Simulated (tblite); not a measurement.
# C6H11O2PSi: the cost of one run

The runs use tblite 0.8.0 and PySCF 2.14.0, with density-fitted response routines of our own; the level of theory stands in each step. All values are computed, except where a source is named. Atoms are numbered from 0 throughout.

**1. The starting structure**

21 atoms, charge 0, multiplicity 1; geometry from: force field or distance geometry start.

Bonds of the start (Å): C0–C1 1.49, C1–C2 1.36, C2–P3 1.76, P3–O4 1.49, P3–C5 1.81, C5–O6 1.44, P3–C7 1.76, C7–C8 1.36, C8–Si9 1.84, C8–C1 1.46, C0–H10 1.10, C0–H11 1.10, C0–H12 1.09, C2–H13 1.08, C5–H14 1.09, C5–H15 1.10, O6–H16 0.97, C7–H17 1.07, Si9–H18 1.48, Si9–H19 1.48, Si9–H20 1.49.

**2. Geometry optimisation with GFN2-xTB**

Job settings and geometry (Å):

```
{"job": {"kind": "relax", "xc": "GFN2-xTB", "basis": "xTB"}, "charge": 0, "multiplicity": 1}
C     -2.018100    -1.584900    -0.374900
C     -0.801100    -0.731600    -0.282600
C      0.457200    -1.208600    -0.501000
P      1.692000     0.037300    -0.334500
O      2.750800     0.293600    -1.355600
C      2.453000    -0.353000     1.264300
O      3.458500     0.643100     1.519900
C      0.452200     1.216800     0.089600
C     -0.795700     0.686200     0.076900
Si    -2.331000     1.637400     0.448100
H     -2.709400    -1.196100    -1.141400
H     -2.558100    -1.623800     0.586200
H     -1.786000    -2.612100    -0.640500
H      0.670600    -2.225400    -0.791600
H      2.947400    -1.319300     1.229200
H      1.736700    -0.348100     2.103100
H      3.947400     0.761500     0.685900
H      0.684700     2.237700     0.310500
H     -3.008700     1.058400     1.633100
H     -3.252500     1.584000    -0.705300
H     -1.999000     3.063700     0.737600
```

On the command line:

```
> OMP_NUM_THREADS=1 python probes_run.py task.json out
```

One launch serves the whole session: the jobs run in the order shown.

Q: Estimate the wall time of this first job on 1 thread of AMD EPYC, shared host.

About 1.6 s.
